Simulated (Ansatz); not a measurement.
# Na2S with a defect (Cl on an S site): a single-point run

The task is a single point on Na2S with a defect (Cl on an S site) that gives the gradients at the nuclei.

Program: Ansatz 0.2.0. Level of theory: Kohn-Sham DFT, with the functional, basis and potentials that each input names. These are calculated values, not measurements.

## 1. The structure to begin with

Symmetry: Fm-3m, No. 225, cubic system. The conventional cell has a = 12.997 Å, b = 12.997 Å, c = 12.997 Å, α = 90.00°, β = 90.00°, γ = 90.00°. Around Na (site symmetry 3m) lie 1 Cl at 2.81 Å and 3 S at 2.81 Å. Around Na (site symmetry 3m) lie 4 S at 2.81 Å. Cl (site symmetry m-3m) has 8 Na at 2.81 Å as nearest neighbours. S (site symmetry mmm) has 8 Na at 2.81 Å as nearest neighbours. Around S (site symmetry m-3m) lie 8 Na at 2.81 Å.

The input asks for a charge of +1 e on the cell.

Coordinates:

```
Na Cl S
1.0
     0.00000    6.49831    6.49831
     6.49831    0.00000    6.49831
     6.49831    6.49831    0.00000
Na Cl S
16 1 7
Direct
  0.12500 0.12500 0.12500
  0.12500 0.12500 0.62500
  0.12500 0.62500 0.12500
  0.12500 0.62500 0.62500
  0.62500 0.12500 0.12500
  0.62500 0.12500 0.62500
  0.62500 0.62500 0.12500
  0.62500 0.62500 0.62500
  0.37500 0.37500 0.37500
  0.37500 0.37500 0.87500
  0.37500 0.87500 0.37500
  0.37500 0.87500 0.87500
  0.87500 0.37500 0.37500
  0.87500 0.37500 0.87500
  0.87500 0.87500 0.37500
  0.87500 0.87500 0.87500
  0.00000 0.00000 0.00000
  0.00000 0.00000 0.50000
  0.00000 0.50000 0.00000
  0.00000 0.50000 0.50000
  0.50000 0.00000 0.00000
  0.50000 0.00000 0.50000
  0.50000 0.50000 0.00000
  0.50000 0.50000 0.50000
```

## 2. The run

The input, input.yaml:

```yaml
crystal:
  lattice:
    - [0.0, 6.4983089786, 6.4983089786]
    - [6.4983089786, 0.0, 6.4983089786]
    - [6.4983089786, 6.4983089786, 0.0]
  atoms:
    - { symbol: Na, position: [0.125, 0.125, 0.125] }
    - { symbol: Na, position: [0.125, 0.125, 0.625] }
    - { symbol: Na, position: [0.125, 0.625, 0.125] }
    - { symbol: Na, position: [0.125, 0.625, 0.625] }
    - { symbol: Na, position: [0.625, 0.125, 0.125] }
    - { symbol: Na, position: [0.625, 0.125, 0.625] }
    - { symbol: Na, position: [0.625, 0.625, 0.125] }
    - { symbol: Na, position: [0.625, 0.625, 0.625] }
    - { symbol: Na, position: [0.375, 0.375, 0.375] }
    - { symbol: Na, position: [0.375, 0.375, 0.875] }
    - { symbol: Na, position: [0.375, 0.875, 0.375] }
    - { symbol: Na, position: [0.375, 0.875, 0.875] }
    - { symbol: Na, position: [0.875, 0.375, 0.375] }
    - { symbol: Na, position: [0.875, 0.375, 0.875] }
    - { symbol: Na, position: [0.875, 0.875, 0.375] }
    - { symbol: Na, position: [0.875, 0.875, 0.875] }
    - { symbol: Cl, position: [0.0, 0.0, 0.0] }
    - { symbol: S, position: [0.0, 0.0, 0.5] }
    - { symbol: S, position: [0.0, 0.5, 0.0] }
    - { symbol: S, position: [0.0, 0.5, 0.5] }
    - { symbol: S, position: [0.5, 0.0, 0.0] }
    - { symbol: S, position: [0.5, 0.0, 0.5] }
    - { symbol: S, position: [0.5, 0.5, 0.0] }
    - { symbol: S, position: [0.5, 0.5, 0.5] }
total_charge: 1
kpoints:
  mp_grid: { grid: [3, 3, 3] }
scf:
  occupations: { method: fermi_dirac, width: 0.01 }
  max_iter: 50
hamiltonian:
  xc: pbe
  pseudopotentials: { kind: paw }
  hubbard: { sites: [{ species: S, l: p, u_eff: -5.0 }] }
output:
  forces: true
  stress: true
  populations: true
  efg:
    quadrupole_moments_barn: { Na: 0.104, Cl: -0.08112, S: -0.0694 }
    contact_densities: true
```

Run with:

```sh
$ ansatz run input.yaml --threads 1 --pin off --max-ram 3072MiB --backend cpu --events-out ev --progress --plain --runs-dir out
```

Q: Will this input give a usable result? If not, why, and what should change?

The run converged and reported no error. Convergence says nothing about whether the input makes sense.

Look at the input: hamiltonian.hubbard.sites is [{species: S, l: p, u_eff: -5.0}]. The Hubbard parameter is far from any physical value.

The test: delete hamiltonian.hubbard.sites.
